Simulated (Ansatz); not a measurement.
# Ge (P6_3/mmc): phonon calculation by linear response, by script

A script is to give a phonon calculation by linear response; the system is Ge (P6_3/mmc).

All numbers are computed with the Python package of Ansatz 0.2.0. Level of theory: DFT PBEsol, plane waves, PAW.

## 1. The structure

Symmetry: P6_3/mmc, No. 194, hexagonal system. The conventional cell has a = 3.998 Å, b = 3.998 Å, c = 6.599 Å, α = 90.00°, β = 90.00°, γ = 120.00°. Ge (site symmetry 3m) has 4 Ge at 2.45 to 2.47 Å in its first shell of neighbours.

No structure file is read: the coordinates are typed or built in the script.

## 2. Script

Contents of dfpt_ge.py:

```python
"""DFPT phonons of Ge."""

from pathlib import Path

import ansatz as az
import numpy as np

xtal = (
    az.Lattice.of((3.99758584, 0.0, 0.0), (-1.99879292, 3.46201089, 0.0), (0.0, 0.0, 6.59937795))
    .atom("Ge", (2 / 3, 1 / 3, 0.06290125))
    .atom("Ge", (1 / 3, 2 / 3, 0.56290125))
    .atom("Ge", (2 / 3, 1 / 3, 0.43709875))
    .atom("Ge", (1 / 3, 2 / 3, 0.93709875))
)

setup = (
    xtal.calculation()
    .functional("pbesol")
    .occupations("fermi_dirac", width=0.1)
    .kpoints(10, 10, 6)
    .phonons("dfpt")
)
out = setup.run(threads=1, pin="off", runs_dir="runs")
ph = out.phonons

print("Gamma modes (1/cm):", " ".join(f"{w:.1f}" for w in ph.gamma_omega_inv_cm))
print("in meV:", " ".join(f"{w * 0.1239842:.2f}" for w in ph.gamma_omega_inv_cm))
```

## 3. The calls as engine input

The engine receives this input:

```yaml
crystal:
  lattice:
    - [3.99758584, 0.0, 0.0]
    - [-1.99879292, 3.46201089, 0.0]
    - [0.0, 0.0, 6.59937795]
  atoms:
    - { symbol: Ge, position: [0.6666666666666666, 0.3333333333333333, 0.06290125] }
    - { symbol: Ge, position: [0.3333333333333333, 0.6666666666666666, 0.56290125] }
    - { symbol: Ge, position: [0.6666666666666666, 0.3333333333333333, 0.43709875] }
    - { symbol: Ge, position: [0.3333333333333333, 0.6666666666666666, 0.93709875] }
kpoints:
  mp_grid:
    grid: [10, 10, 6]
hamiltonian:
  xc: pbesol
scf:
  occupations:
    method: fermi_dirac
    width: 0.1
phonons:
  method: dfpt
```

## 4. The run

Command:

```
python dfpt_ge.py
```

Without the output at hand: what should come out? Wanted: free energy; gap on the mesh; highest frequency.

The runs gave:

```
                       quantity                                value
                    free energy  -17013.9244 eV (-4253.4811 eV/atom)
                gap on the mesh                                 none
              highest frequency                             285 cm⁻¹
imaginary modes at these points                                 none
```

No mode at these points is imaginary. Only Γ is listed, so instabilities elsewhere in the zone are not shown. The highest lies at 285 cm⁻¹ (8.5 THz). The mesh shows no gap. Caveats:
- The cell isn't relaxed first, so the values belong to this volume.
- This isn't the structure that Ge takes at ambient conditions.
- The structure is taken as given; imaginary modes can come from an unrelaxed or unstable start. Phonons of metals also depend on mesh and smearing.
